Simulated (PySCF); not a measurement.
# Br: the cost of one run

Computed with PySCF 2.14.0 and routines of our own; the level stands in each step. Atoms count from 0.

## 1. The system as given

1 atom, charge -1, multiplicity 1; geometry from: atom.

## 2. NMR shieldings: KT2/pcJ-1 Br:dyall-v2z, spin–orbit

What the job is given:

```
{"job": {"xc": "KT2", "basis": {"default": "pcJ-1", "Br": "dyall-v2z"}, "rel": "so", "kind": "hnmr"}, "charge": -1, "multiplicity": 1}
Br     0.000000     0.000000     0.000000
```

With the program's defaults for keys left out, this is: KT2/pcJ-1 Br:dyall-v2z GIAO NMR shielding, X2C with spin-orbit coupling, screened-nuclear two-electron part, Gaussian nuclei, gas phase.

Launch:

```
$ OMP_NUM_THREADS=1 python heavy_run.py task.json out
```

This one command runs all jobs of the session in turn.

**Question.** How long does this first job take on 1 thread of Arm Neoverse V1, shared host, and how much memory does it need?

About 2.2 s, with a peak of 0.3 GiB.
